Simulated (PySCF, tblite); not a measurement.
# C₂H₆BO₃ radical: geometry, infrared bands and EPR parameters

Wanted: the infrared bands and EPR parameters of C₂H₆BO₃ radical (`[O]CCB(O)O`), by calculation.

Programs: tblite 0.8.0 and PySCF 2.14.0, with density-fitted response routines of our own. Each step states its level of theory. These are calculated values for one molecule in the gas phase, unless marked as measured. Atoms are numbered from 0 throughout.

### 1 The molecule as given

12 atoms, charge 0, multiplicity 2; geometry from: force field or distance geometry start.

Bonds of the start (Å): O0–C1 1.39, C1–C2 1.51, C2–B3 1.58, B3–O4 1.43, B3–O5 1.47, C1–H6 1.11, C1–H7 1.10, C2–H8 1.11, C2–H9 1.11, O4–H10 0.97, O5–H11 0.99.

### 2 Geometry optimisation with GFN2-xTB

The job: settings as JSON, then the geometry in Å.

```
{"job": {"kind": "relax", "xc": "GFN2-xTB", "basis": "xTB"}, "charge": 0, "multiplicity": 2}
O     -0.956600     1.511300     0.939400
C     -1.411700     0.287700     0.448200
C     -0.521200    -0.093500    -0.713700
B      1.003700    -0.207300    -0.333000
O      1.804600     0.969400    -0.455700
O      1.590900    -1.516400    -0.028100
H     -1.339900    -0.428200     1.297900
H     -2.457400     0.308800     0.122600
H     -0.561300     0.688400    -1.506500
H     -0.815800    -1.087400    -1.097200
H      2.233600     1.259000     0.364400
H      1.432200    -1.692400     0.935800
```

Run with:

```console
> OMP_NUM_THREADS=1 python probes_run.py task.json out
```

This one command runs all jobs of the session in turn.

What it wrote:

```text
step      E/eV     max force
  0    -563.45196    3.181
  1    -563.88331    1.691
  2    -564.02743    1.131
  3    -564.08632    0.774
  4    -564.16810    0.749
  5    -564.22430    0.638
  6    -564.27817    0.726
  7    -564.32864    0.774
  8    -564.38095    0.668
  9    -564.43079    0.719
 10    -564.46935    0.593
 11    -564.50420    0.438
 12    -564.51202    1.254
 13    -564.55139    0.546
 14    -564.57610    0.596
 15    -564.58736    2.547
 16    -564.65201    1.110
 17    -564.69035    0.511
 18    -564.71760    1.246
 19    -564.74083    0.772
 20    -564.76725    0.386
 21    -564.77422    0.328
 22    -564.78902    0.216
 23    -564.79297    0.277
 24    -564.79529    0.148
 25    -564.79850    0.198
 26    -564.80131    0.239
 27    -564.80385    0.157
 28    -564.80536    0.119
 29    -564.80662    0.117
 30    -564.80811    0.197
 31    -564.80992    0.210
 32    -564.81159    0.137
 33    -564.81276    0.097
 34    -564.81370    0.116
 35    -564.81458    0.119
 36    -564.81539    0.080
 37    -564.81618    0.072
 38    -564.81687    0.073
 39    -564.81743    0.091
 40    -564.81792    0.081
 41    -564.81844    0.074
 42    -564.81901    0.078
 43    -564.81961    0.071
 44    -564.82030    0.088
 45    -564.82113    0.100
 46    -564.82201    0.091
 47    -564.82269    0.061
 48    -564.82310    0.049
 49    -564.82339    0.049
 50    -564.82374    0.055
 51    -564.82418    0.070
 52    -564.82464    0.070
 53    -564.82505    0.060
 54    -564.82548    0.058
 55    -564.82595    0.066
 56    -564.82639    0.074
 57    -564.82672    0.062
 58    -564.82698    0.044
 59    -564.82727    0.053
 60    -564.82772    0.099
 61    -564.82830    0.117
 62    -564.82883    0.087
 63    -564.82923    0.051
 64    -564.82956    0.049
 65    -564.82988    0.078
 66    -564.83026    0.094
 67    -564.83067    0.065
 68    -564.83110    0.070
 69    -564.83159    0.071
 70    -564.83221    0.096
 71    -564.83283    0.095
 72    -564.83333    0.071
 73    -564.83366    0.046
 74    -564.83392    0.051
 75    -564.83418    0.066
 76    -564.83454    0.064
 77    -564.83476    0.041
 78    -564.83488    0.031
 79    -564.83496    0.030
 80    -564.83506    0.029
 81    -564.83517    0.029
 82    -564.83524    0.022
 83    -564.83530    0.022
 84    -564.83536    0.027
 85    -564.83550    0.035
 86    -564.83579    0.040
 87    -564.83631    0.065
 88    -564.83713    0.091
 89    -564.83820    0.102
 90    -564.83957    0.119
 91    -564.84095    0.242
 92    -564.84189    0.223
 93    -564.84358    0.158
 94    -564.84473    0.287
 95    -564.84780    0.152
 96    -564.84957    0.158
 97    -564.85261    0.116
 98    -564.84907    0.529
 99    -564.85567    0.347
100    -564.85598    0.270
101    -564.86081    0.196
102    -564.86018    0.531
103    -564.86584    0.204
104    -564.86949    0.188
105    -564.88003    0.556
106    -564.88936    0.723
107    -564.90899    0.844
108    -564.94352    0.539
109    -564.96900    1.035
110    -565.02882    0.828
111    -565.06942    1.303
112    -565.10490    1.380
113    -565.09229    1.590
114    -565.13743    1.117
115    -565.13390    1.506
116    -565.18800    0.379
117    -565.19161    0.436
118    -565.19878    0.398
119    -565.20471    0.349
120    -565.20844    0.241
121    -565.21083    0.156
122    -565.21179    0.125
123    -565.21296    0.109
124    -565.21407    0.101
125    -565.21477    0.088
126    -565.21530    0.072
127    -565.21583    0.056
128    -565.21633    0.066
129    -565.21684    0.087
130    -565.21726    0.067
131    -565.21755    0.043
132    -565.21771    0.021
133    -565.21778    0.022
134    -565.21781    0.014
135    -565.21783    0.013
136    -565.21784    0.011
137    -565.21785    0.013
138    -565.21787    0.015
139    -565.21790    0.015
140    -565.21792    0.012
141    -565.21793    0.007
```

It took 0.48 s on 1 thread of Arm Neoverse V2, shared host.

Step by step: (not every step is listed)

```
step  energy from step 0 (eV)  largest force (eV/Å)
   0                   0.0000                3.1806
   1                  -0.4314                1.6911
   2                  -0.5755                1.1312
   3                  -0.6344                0.7741
   4                  -0.7161                0.7488
   5                  -0.7723                0.6379
   6                  -0.8262                0.7261
   7                  -0.8767                0.7745
   8                  -0.9290                0.6685
  20                  -1.3153                0.3865
  32                  -1.3596                0.1366
  44                  -1.3683                0.0878
  56                  -1.3744                0.0745
  68                  -1.3791                0.0696
  80                  -1.3831                0.0286
  92                  -1.3899                0.2233
 104                  -1.4175                0.1885
 116                  -1.7360                0.3790
 128                  -1.7644                0.0659
 136                  -1.7659                0.0109
 137                  -1.7659                0.0134
 138                  -1.7659                0.0154
 139                  -1.7659                0.0154
 140                  -1.7660                0.0117
 141                  -1.7660                0.0073
```

Distances of close pairs at the start and the end, largest changes first:

```
 bond  before (Å)  after (Å)  change (Å)
B3–O5       1.467      1.331      -0.136
B3–O4       1.429      1.345      -0.084
O0–C1       1.395      1.327      -0.068
C2–B3       1.576      1.637      +0.061
C2–H8       1.114      1.091      -0.023
C1–C2       1.513      1.533      +0.020
C2–H9       1.105      1.087      -0.019
C1–H7       1.095      1.114      +0.018
```

The next job starts from the end point, and lists it.

### 3 Harmonic vibrations with GFN2-xTB

The job: settings as JSON, then the geometry in Å.

```
{"job": {"kind": "ir", "xc": "GFN2-xTB", "basis": "xTB"}, "charge": 0, "multiplicity": 2}
O     -1.095562     0.210801     1.606189
C     -1.344546    -0.290826     0.402926
C     -0.443313     0.232882    -0.721433
B      1.097351     0.074974    -0.191417
O      2.059312    -0.116127    -1.111928
O      1.314151     0.164486     1.118883
H     -1.369143    -1.402665     0.407496
H     -2.378953     0.010421     0.120780
H     -0.595428     1.302965    -0.869237
H     -0.641698    -0.278363    -1.659544
H      2.946183    -0.173631    -0.752920
H      0.452845     0.264400     1.624177
```

What it wrote:

```text
mode    cm-1     km/mol
  1     106.5      1.41
  2     216.0     20.14
  3     233.9      1.93
  4     316.8     13.63
  5     396.6     49.79
  6     433.2     17.38
  7     541.8      8.02
  8     593.4    193.53
  9     687.8     31.88
 10     798.6     42.25
 11     837.5      2.69
 12     897.6    168.79
 13     939.5      4.60
 14     956.6    211.40
 15    1002.6     37.92
 16    1044.4    101.20
 17    1071.6     10.05
 18    1170.7     68.67
 19    1203.9     54.83
 20    1222.2    498.44
 21    1283.0     34.10
 22    1347.3     28.74
 23    1352.1    426.92
 24    1439.4      3.28
 25    2640.7     37.26
 26    2659.8     11.28
 27    2736.8     54.87
 28    2985.5     12.51
 29    3034.1     21.02
 30    3601.9     28.65
```

Wall time 0.18 s (1 thread of Arm Neoverse V2, shared host).

Which atoms move in the most intense modes:

```
cm⁻¹  km/mol                        atoms
 593   193.5   H10 62 %, B3 17 %, O4 13 %
 898   168.8                     H11 85 %
 957   211.4   H10 52 %, O4 28 %, O5 14 %
1044   101.2  H11 54 %, H10 12 %, B3 12 %
1171    68.7    H9 29 %, C2 27 %, H8 24 %
1222   498.4   B3 41 %, H11 24 %, O5 14 %
1352   426.9    B3 68 %, O5 12 %, O4 11 %
2737    54.9             H6 79 %, H7 17 %
```

### 4 EPR parameters: B3LYP/pcH-1

Same as in step 3 but for these lines:

```diff
@@ -1,2 +1,2 @@
-{"job": {"kind": "ir", "xc": "GFN2-xTB", "basis": "xTB"}, "charge": 0, "multiplicity": 2}
+{"job": {"kind": "epr", "basis": "pcH-1"}, "charge": 0, "multiplicity": 2}
 O     -1.095562     0.210801     1.606189
```

With the program's defaults for keys left out, this is: UKS B3LYP, pcH-1 on B C H O, non-relativistic, mean-field spin-orbit, GIAO.

What it wrote:

```text
UKS, coarse grid
  cycle   1  E = -330.16283918  |g| = 8.14e-01
  cycle   2  E = -329.71741842  |g| = 1.38e+00
  cycle   3  E = -330.40411717  |g| = 1.50e-01
  cycle   4  E = -330.40985155  |g| = 1.31e-01
  cycle   5  E = -330.41633304  |g| = 3.45e-02
  cycle   6  E = -330.41683767  |g| = 1.94e-02
  cycle   7  E = -330.41700868  |g| = 7.64e-03
  cycle   8  E = -330.41703615  |g| = 3.25e-03
  cycle   9  E = -330.41704059  |g| = 6.47e-04
UKS, final grid
  cycle   1  E = -330.41708156  |g| = 7.99e-04
  cycle   2  E = -330.41708133  |g| = 1.40e-03
  cycle   3  E = -330.41708206  |g| = 1.84e-04
  cycle   4  E = -330.41708216  |g| = 1.73e-04
  cycle   5  E = -330.41708236  |g| = 1.34e-04
  cycle   6  E = -330.41708263  |g| = 1.13e-04
  cycle   7  E = -330.41708293  |g| = 9.31e-05
  cycle   8  E = -330.41708325  |g| = 4.97e-05
  cycle   9  E = -330.41708326  |g| = 1.28e-05
  cycle  10  E = -330.41708326  |g| = 7.73e-06
E = -330.41708326 Eh   <S^2> = 0.7543 (exact 0.7500)
g shifts (ppm)      1          2          3
  rmc          -279       -279       -279
  gc             -7         40         42
  oz_so         -61       5580      52964
  total        -347       5341      52727
hyperfine (MHz)  atom isotope    a_iso     a_fc   dipolar eigenvalues
    0   17O     -47.48     -47.48   -227.18    113.57    113.61
    1   13C     -42.90     -42.90     -8.89      0.74      8.15
    2   13C      -3.67      -3.67     -5.26     -3.56      8.82
    3   11B       8.43       8.43     -2.49      0.66      1.83
    4   17O      -8.46      -8.46     -2.41      1.18      1.23
    5   17O       0.77       0.77    -26.91     12.94     13.97
    6    1H     134.52     134.52     -7.46     -3.90     11.36
    7    1H     361.60     361.60     -9.17     -4.74     13.91
    8    1H      10.65      10.65     -3.31     -2.81      6.12
    9    1H      -4.30      -4.30     -3.77     -1.17      4.94
   10    1H       1.48       1.48     -1.47     -0.60      2.07
   11    1H     -31.31     -31.31    -26.90    -19.95     46.86
```

Wall time 29 s (1 thread of Arm Neoverse V2, shared host); peak memory 0.85 GiB.

Principal g values 2.00197, 2.00766, 2.05505; g(iso) = 2.02156, against 2.00232 for a free electron. They are not to be trusted: the run shows a large g shift, which the driver flags as unsure.

Hyperfine couplings; where a row names several nuclei, a(iso) is their mean (it holds for fast rotation or exchange) and the dipolar term the largest among them:

```
  nuclei  isotope  a(iso) (MHz)  a(iso) (G, at g = 2.0023)  largest dipolar term (MHz)
  H6, H7       1H         248.1                       88.5                        13.9
      O0      17O         -47.5                      -16.9                      -227.2
      C1      13C         -42.9                      -15.3                        -8.9
H10, H11       1H         -14.9                       -5.3                        46.9
      B3      11B           8.4                        3.0                        -2.5
  O4, O5      17O          -3.8                       -1.4                       -26.9
      C2      13C          -3.7                       -1.3                         8.8
  H8, H9       1H           3.2                        1.1                         6.1
```

Mulliken spin populations:

```
atom  value (e)
  O0       0.74
  C1      -0.06
  C2       0.03
  B3       0.01
  O4       0.00
  O5       0.07
  H6       0.06
  H7       0.15
  H8       0.00
  H9       0.00
 H10       0.00
 H11      -0.01
```

Orbitals, density, ELF and potential are computed afterwards from the orbital file.

ELF in a plane through or near 8 of the atoms.

Ten even steps from '0' (0.00) to '9' (1.00):
```
0000000000000000000000000000
0000000000000000000000000000
0000000000000000000000000000
0000000000000243000000000000
0000000000003999510000000000
0000001341004999720000000000
0000003785003899510142000000
0000014897115646413899200000
0000036857438724758999600000
0000378868217968848999600000
0000588744051425325664100000
0000165102787202786200000000
0000000015736614647620000000
0000000048737954779840000000
0000000148887842788740000000
0000000025653310355410000000
0000000000110000000000000000
0000000000000000000000000000
0000000000000000000000000000
0000000000000000000000000000
```
The map spans 11.3 Å across and 8.7 Å up, centred on the molecule. Atoms in the plane (x, y in Å): O0 (1.4, -1.3), C1 (1.4, -0.1), C2 (0.3, 0.8), B3 (-1.1, -0.1), O4 (-2.3, 0.6), O5 (-1.0, -1.4), H7 (2.3, 0.4), H11 (-0.1, -1.7).

On the surface of density 0.002 e/bohr³ the electrostatic potential runs, from the 1st to the 99th percentile, from -1.34 V near O4 to 2.13 V near H10.

The spin density lies nearest to O0 63 %; H7 13 %; O5 6 %.

### 5 Results

| quantity | value |
| --- | --- |
| strongest single infrared mode (GFN2-xTB) | 1222 cm⁻¹, 498 km/mol |
| zero-point energy (GFN2-xTB) | 54.0 kcal/mol |
| g(iso) (B3LYP) | 2.02156 |
| ⟨S²⟩ | 0.754 (exact 0.75) |
| largest a(iso) (averaged by class) | 1H on H6, H7, 248.1 MHz |
| surface potential, 1st and 99th percentile | -1.34 V and 2.13 V |
| property runs in this session | 1, of which 0 failed and 1 gave unsound results |

Over 141 steps the energy fell by 1.766 eV; of the close pairs, B3–O5 changed most, 1.467 to 1.331 Å. All 30 modes are real, so the xTB geometry is a minimum. The strongest single mode, at 1222 cm⁻¹, is carried by B3, H11, O5. GFN2-xTB is a fitted tight-binding method: band positions and strengths are rough. Its intensities can rank the bands wrongly. Most of the unpaired spin sits on O0 (0.74 e). The isotropic g lies 19.2 ppt above the free-electron value. These values are not to be trusted: the run shows a large g shift, which the driver flags as unsure.
